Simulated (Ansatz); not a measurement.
# C₂H₄ClGe radical: small, medium and large basis sets

The task here is to estimate one member of a computed series from the others.

Computed with Ansatz 0.2.0, Gaussian basis. Level: one geometry, several basis sets.

Levels to be run: PBE0-D4/def2-SVP; ωB97M-V/def2-SVP; PBE0-D4/def2-QZVPP; ωB97M-V/def2-QZVPP; the functionals' def2-TZVPP values are taken from earlier runs.

**The geometry**

The geometry comes from an earlier relaxation with PBE0-D4 in a triple-zeta def2 set; it is a stationary point, not always the lowest conformer.

8 atoms, charge 0, spin multiplicity 2.

Atoms are counted from 1 here; the program's logs count them from 0.

Bond lengths: C1–C2 1.330 Å, C1–H5 1.086 Å, C1–H6 1.086 Å, C2–Ge3 1.928 Å, C2–H7 1.088 Å, Ge3–Cl4 2.163 Å, Ge3–H8 1.549 Å. Angles: C2–C1–H5 121.5°, C2–C1–H6 121.8°, H5–C1–H6 116.7°, C1–C2–Ge3 123.6°, C1–C2–H7 120.0°, Ge3–C2–H7 116.3°, C2–Ge3–Cl4 108.0°, C2–Ge3–H8 113.4°, Cl4–Ge3–H8 107.1°.

The first run:

Contents of in.yaml:

```yaml
crystal:
  periodic: [false, false, false]
  atoms:
    - {symbol: C, position_ang: [-0.125423, 1.319374, -0.186089]}
    - {symbol: C, position_ang: [0.497674, 0.193872, -0.524645]}
    - {symbol: Ge, position_ang: [0.426298, -1.422838, 0.523829]}
    - {symbol: Cl, position_ang: [-1.191392, -1.227066, 1.947011]}
    - {symbol: H, position_ang: [-0.035914, 2.219987, -0.786647]}
    - {symbol: H, position_ang: [-0.758723, 1.380093, 0.693572]}
    - {symbol: H, position_ang: [1.138368, 0.169909, -1.403687]}
    - {symbol: H, position_ang: [0.141412, -2.690431, -0.319044]}
basis:
  gaussian: {orbitals: def2-SVP}
magnetization: {spin_polarized: true, initial_magnetization: 1}
hamiltonian: {xc: pbe0, dispersion: d4}
output: {orbitals: {seedname: orbitals}}
```

Launch:

```sh
$ ansatz run in.yaml --threads 4 --pin off --events-out ev --progress --plain --max-ram 10444MiB
```

Among the steps run: PBE0-D4 in def2-SVP; ωB97M-V in def2-SVP; PBE0-D4 in def2-QZVPP; ωB97M-V in def2-QZVPP.

One table of the session follows, with a row left open; its other results are not shown here.

It belongs to the step «Density functionals: the series». 

| functional | basis | HOMO (eV) | LUMO (eV) |
| --- | --- | --- | --- |
| PBE0-D4 | def2-SVP | -6.09 | -2.97 |
| PBE0-D4 | def2-TZVPP | -6.18 | -3.05 |
| PBE0-D4 | def2-QZVPP | -6.21 | -3.09 |
| ωB97M-V | def2-SVP | ? | ? |
| ωB97M-V | def2-TZVPP | -8.11 | -1.26 |
| ωB97M-V | def2-QZVPP | -8.15 | -1.34 |

Estimate the missing values for ωB97M-V, def2-SVP.

**Answer.** HOMO (eV): -8.00; LUMO (eV): -1.13. In the column «HOMO (eV)» it lies between ωB97M-V, def2-TZVPP (-8.11) and PBE0-D4, def2-QZVPP (-6.21).
